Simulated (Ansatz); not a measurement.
# Cl2H5NO2Si2: up Jacob's ladder to CCSD(T)

One table from this session's results is given with a row withheld; the runs are named, their logs left out.

Computed with Ansatz 0.2.0, Gaussian basis. Level: functionals in def2-TZVPP, the program's frozen cores in correlated methods.

Levels to be run: PBE-D4, r2SCAN-D4, PBE0-D4, B3LYP-D4, ωB97X-V, ωB97M-V, B2PLYP; CCSD(T)/def2-TZVPP; MP2/def2-QZVPP; extrapolation to the limit.

### The relaxed structure

All runs share one geometry, relaxed beforehand with PBE0-D4 in a triple-zeta def2 set.

12 atoms, charge 0, spin multiplicity 1.

Atoms are counted from 1 here; the program's logs count them from 0.

Bond lengths: O1–Si2 1.630 Å, O1–H8 0.959 Å, Si2–O3 1.622 Å, Si2–Cl4 2.051 Å, Si2–N5 1.706 Å, O3–H9 0.959 Å, N5–Si6 1.715 Å, N5–H10 1.012 Å, Si6–Cl7 2.067 Å, Si6–H11 1.479 Å, Si6–H12 1.474 Å. Angles: Si2–O1–H8 117.6°, O1–Si2–O3 106.3°, O1–Si2–Cl4 108.3°, O1–Si2–N5 115.8°, O3–Si2–Cl4 113.1°, O3–Si2–N5 107.8°, Cl4–Si2–N5 105.8°, Si2–O3–H9 116.8°, Si2–N5–Si6 129.4°, Si2–N5–H10 114.1°, Si6–N5–H10 114.6°, N5–Si6–Cl7 111.3°, N5–Si6–H11 107.6°, N5–Si6–H12 112.1°, Cl7–Si6–H11 107.4°, Cl7–Si6–H12 105.9°, H11–Si6–H12 112.6°.

The first run:

Contents of in.yaml:

```yaml
crystal:
  periodic: [false, false, false]
  atoms:
    - {symbol: O, position_ang: [0.946753, -1.374751, -1.456547]}
    - {symbol: Si, position_ang: [0.341187, -1.067438, 0.025117]}
    - {symbol: O, position_ang: [1.256932, -1.901568, 1.072022]}
    - {symbol: Cl, position_ang: [-1.628388, -1.637448, 0.047555]}
    - {symbol: N, position_ang: [0.355603, 0.568241, 0.508801]}
    - {symbol: Si, position_ang: [-0.859627, 1.766243, 0.335313]}
    - {symbol: Cl, position_ang: [-1.332851, 2.070989, -1.653836]}
    - {symbol: H, position_ang: [0.467735, -1.029614, -2.212473]}
    - {symbol: H, position_ang: [1.605363, -2.741591, 0.767466]}
    - {symbol: H, position_ang: [1.278354, 0.931169, 0.711973]}
    - {symbol: H, position_ang: [-0.311879, 3.036857, 0.858393]}
    - {symbol: H, position_ang: [-2.119192, 1.378900, 0.996216]}
basis:
  gaussian: {orbitals: def2-TZVPP}
hamiltonian: {xc: pbe, dispersion: d4}
output: {forces: true, orbitals: {seedname: orbitals}}
```

The run is started by

```bash
> ansatz run in.yaml --threads 2 --pin off --events-out ev --progress --plain --max-ram 22528MiB --backend cuda --devices 0, --max-vram 18GiB
```

Steps of the session up to this table: PBE-D4 (GGA); r2SCAN-D4 (meta-GGA); PBE0-D4 (hybrid); B3LYP-D4 (hybrid); ωB97X-V (range-separated); ωB97M-V (range-separated); B2PLYP (double hybrid); CCSD(T) in def2-TZVPP; MP2 in def2-QZVPP.

One table of the session follows, with a row left open; its other results are not shown here.

```
            method  atomisation energy (kcal/mol)
            PBE-D4                         1078.9
         r2SCAN-D4                         1070.4
           PBE0-D4                              ?
          B3LYP-D4                         1061.7
           ωB97X-V                         1075.2
           ωB97M-V                         1076.3
            B2PLYP                         1052.0
     HF/def2-TZVPP                          759.7
    MP2/def2-TZVPP                         1067.8
   CCSD/def2-TZVPP                         1018.6
CCSD(T)/def2-TZVPP                         1036.6
           MP2/CBS                         1106.2
       CCSD(T)/CBS                         1074.9
```

Q: Estimate the row for PBE0-D4 from the others.

As computed: atomisation energy (kcal/mol): 1059.5. In the column «atomisation energy (kcal/mol)» it lies between B2PLYP (1052.0) and B3LYP-D4 (1061.7).
